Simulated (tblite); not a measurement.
# F2H4NO2Si2: the cost of one run

Programs: tblite 0.8.0 and PySCF 2.14.0. All values are calculated, for the isolated system unless a continuum is named. Atoms count from 0, parts from 1.

## Step 1: Starting point

11 atoms, charge 0, multiplicity 2; geometry: distance geometry start.

## Step 2: Geometry optimisation with GFN2-xTB

Job settings and geometry (Å):

```
{"job": {"kind": "relax", "xc": "GFN2-xTB", "basis": "xTB"}, "charge": 0, "multiplicity": 2}
Si    -1.094090     0.705163    -0.331853
N      0.217572     0.195464     0.712616
Si     1.678172    -0.385498    -0.075124
F     -0.746784     0.790877    -1.977670
F     -1.607135     2.245526     0.159060
O     -2.456284    -0.322067    -0.138387
O     -2.295426    -1.140258     0.857921
H     -0.092082    -0.337992     1.540335
H      1.733807    -1.858109    -0.037941
H      1.893937     0.087601    -1.428687
H      2.835758     0.037077     0.723859
```

With the program's defaults for keys left out, this is: GFN2-xTB geometry optimisation, gas phase.

On the command line:

```
$ OMP_NUM_THREADS=1 python cluster_run.py task.json out
```

One launch serves the whole session: the jobs run in the order shown.

Q: Estimate the wall time of this first job on 1 thread of Arm Neoverse V1, shared host.

About 3.6 s.
